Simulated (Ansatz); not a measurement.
**Mn2InN2 in Ansatz: convergence with k mesh**

The system is Mn2InN2.

```
CELL_PARAMETERS angstrom
2.77702 -1.61273 0.00000
2.77702 1.61273 0.00000
-0.02282 0.00000 7.40637
ATOMIC_POSITIONS crystal
In 0.00000 0.00000 0.50000
Mn 0.66643 0.66643 0.88568
Mn 0.33357 0.33357 0.11432
N 0.66795 0.66795 0.15190
N 0.33205 0.33205 0.84810
```

The cell comes from a database or a generator and needn't be the stable form of this composition.

```yaml
Program: Ansatz 0.2.0
Task: convergence study
Functional: LDA
Potentials_or_basis: Ansatz PAW earlier set
Cutoff: 900 eV
Density_cutoff: 3600 eV
k_mesh: 3 × 3 × 1
Occupations: gaussian, width 0.1 eV
Spin: collinear spin, ferromagnetic start
Starting_moments: "[0.0, 4.0, 4.0, 0.0, 0.0] μB"
```

These are the settings of the first run; the series varies k mesh, with any setting tied to it.

Hardware: 2 threads of Arm Neoverse V2, on a shared host.

The values tried are 3 × 3 × 1, 4 × 4 × 2, 5 × 5 × 2, 6 × 6 × 2, 7 × 7 × 3, 9 × 9 × 4, 11 × 11 × 4, 13 × 13 × 5, 16 × 16 × 6, loosest first. From which on does the pressure stay within 0.1 GPa of the tightest run that finished?

From 9 × 9 × 4 on.

```
     k mesh  energy less the tightest run, at zero smearing (meV/atom)  pressure (GPa)  largest force (eV/Å)  absolute moment (μB)  SCF cycles  CPU time (s)  peak memory (GiB)
  3 × 3 × 1                                                      80.74          -11.48                 0.894                  2.43          13           6.5               0.51
  4 × 4 × 2                                                     -21.73          -12.59                 0.579                  3.01          12            17                0.6
  5 × 5 × 2                                                      -3.33          -11.71                 0.627                  3.04          11            20               0.62
  6 × 6 × 2                                                       1.93          -12.58                 0.563                  2.70          12            30                0.7
  7 × 7 × 3                                                       1.29          -11.93                 0.591                  3.01          12            49               0.85
  9 × 9 × 4                                                      -1.18          -12.16                 0.593                  2.88          12           100                1.3
11 × 11 × 4                                                       0.61          -12.20                 0.615                  2.86          12           160                1.6
13 × 13 × 5                                                       1.33          -12.16                 0.602                  2.86          12           250                2.4
16 × 16 × 6                                                       0.00          -12.14                 0.594                  2.89          12           460                3.9
```

Not settled before the last step: the energy (to 1 meV/atom), the largest force (to 0.005 eV/Å), the absolute moment (to 0.02 μB). Meshes of other sizes hit other points, so gaps and Fermi surfaces needn't settle smoothly. The tightest run that finished is the yardstick and may itself not be fully converged.

Caveat, for the tightest run too: only a ferromagnetic start was run, and an antiferromagnetic order may lie lower in energy; the PAW data sets come from PBE, with cores solved anew for the run's functional, which leaves a small shift of forces and pressure.
